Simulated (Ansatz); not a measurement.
# SnBH₄ radical (SMILES [BH2][SnH2]): single points off equilibrium

Aim: energy, forces and dipole at a structure displaced at random from a GFN2-xTB minimum, from CCSD(T) and from density functionals.

The runs use Ansatz 0.2.0, Gaussian basis; single points in def2-TZVPP.

Cores are frozen in the correlated methods. Filled d shells of the heavier atoms are correlated. Core potentials replace the inner electrons past krypton, and spin-orbit coupling is left out. Orbitals are unrestricted.

## (1) Where the work starts

SMILES `[BH2][SnH2]`, 6 atoms, charge 0, spin multiplicity 2.

Atoms are counted from 1 here; the program's logs count them from 0.

Bond lengths: B1–Sn2 2.097 Å, B1–H3 1.160 Å, B1–H4 1.209 Å, Sn2–H5 1.689 Å, Sn2–H6 1.723 Å. Angles: Sn2–B1–H3 118.8°, Sn2–B1–H4 118.9°, H3–B1–H4 118.8°, B1–Sn2–H5 124.8°, B1–Sn2–H6 120.1°, H5–Sn2–H6 97.1°.

Geometry (Å):

```
B    -0.0219   -1.1777    0.1463
Sn    0.2753    0.8902   -0.0394
H    -0.1781   -1.6276    1.2037
H     0.3498   -1.9036   -0.7466
H     0.1222    1.7610   -1.4789
H    -0.6019    1.9824    0.9635
```

## (2) CCSD(T)/def2-TZVPP

Input file run/in.yaml:

```yaml
crystal:
  periodic: [false, false, false]
  atoms:
    - {symbol: B, position_ang: [-0.021900, -1.177700, 0.146300]}
    - {symbol: Sn, position_ang: [0.275300, 0.890200, -0.039400]}
    - {symbol: H, position_ang: [-0.178100, -1.627600, 1.203700]}
    - {symbol: H, position_ang: [0.349800, -1.903600, -0.746600]}
    - {symbol: H, position_ang: [0.122200, 1.761000, -1.478900]}
    - {symbol: H, position_ang: [-0.601900, 1.982400, 0.963500]}
basis:
  gaussian: {orbitals: def2-TZVPP}
magnetization: {spin_polarized: true, initial_magnetization: 1}
correlation: {method: ccsd_t}
scf: {omitted_lower_state_checks: [cluster_reference]}
output: {forces: true}
```

The command line of these runs was not kept.

## (3) PBE0-D4/def2-TZVPP

run/in.yaml, as its differences from that of step 2:

```diff
@@ -12,4 +12,3 @@
 magnetization: {spin_polarized: true, initial_magnetization: 1}
-correlation: {method: ccsd_t}
-scf: {omitted_lower_state_checks: [cluster_reference]}
-output: {forces: true}
+hamiltonian: {xc: pbe0, dispersion: d4}
+output: {forces: true, orbitals: {seedname: orbitals}}
```

## (4) wB97M-V/def2-TZVPP

run/in.yaml, as its differences from that of step 3:

```diff
@@ -12,3 +12,3 @@
 magnetization: {spin_polarized: true, initial_magnetization: 1}
-hamiltonian: {xc: pbe0, dispersion: d4}
-output: {forces: true, orbitals: {seedname: orbitals}}
+hamiltonian: {xc: {name: wB97M-V}}
+output: {forces: true}
```

## (5) r2SCAN-D4/def2-TZVPP

run/in.yaml, as its differences from that of step 4:

```diff
@@ -12,3 +12,3 @@
 magnetization: {spin_polarized: true, initial_magnetization: 1}
-hamiltonian: {xc: {name: wB97M-V}}
+hamiltonian: {xc: r2scan, dispersion: d4}
 output: {forces: true}
```

## (6) PBE-D4/def2-TZVPP

run/in.yaml, as its differences from that of step 5:

```diff
@@ -12,3 +12,3 @@
 magnetization: {spin_polarized: true, initial_magnetization: 1}
-hamiltonian: {xc: r2scan, dispersion: d4}
+hamiltonian: {xc: pbe, dispersion: d4}
 output: {forces: true}
```

## (7) BLYP-D4/def2-TZVPP

run/in.yaml, as its differences from that of step 6:

```diff
@@ -12,3 +12,3 @@
 magnetization: {spin_polarized: true, initial_magnetization: 1}
-hamiltonian: {xc: pbe, dispersion: d4}
+hamiltonian: {xc: {name: BLYP}, dispersion: d4}
 output: {forces: true}
```

## (8) B97M-V/def2-TZVPP

run/in.yaml, as its differences from that of step 7:

```diff
@@ -12,3 +12,3 @@
 magnetization: {spin_polarized: true, initial_magnetization: 1}
-hamiltonian: {xc: {name: BLYP}, dispersion: d4}
+hamiltonian: {xc: {name: B97M-V}}
 output: {forces: true}
```

(Steps that only read results are left out.)

What does the calculation give? Wanted: energy less free atoms, CCSD(T)/def2-TZVPP; RMS force component; RMS force error; HOMO and LUMO, PBE0-D4; T1 diagnostic.

**Answer**, as computed:

| quantity | value |
| --- | --- |
| energy less free atoms, CCSD(T)/def2-TZVPP | -15.007 eV |
| RMS force component | 0.565 to 0.627 eV/Å over the methods |
| RMS force error | PBE0-D4 0.091, wB97M-V 0.052, r2SCAN-D4 0.091, PBE-D4 0.181, BLYP-D4 0.187, B97M-V 0.141 eV/Å |
| HOMO and LUMO, PBE0-D4 | -6.36 and -3.54 eV |
| T1 diagnostic | 0.020 |

Against CCSD(T) the functionals' energies less atoms differ by -0.650 to -0.196 eV, PBE-D4 by -0.306 eV. The reference is not at the basis limit: in triple zeta CCSD(T) underbinds, which counts against methods that bind more; the gaps are no ranking. For forces wB97M-V does best and BLYP-D4 worst.
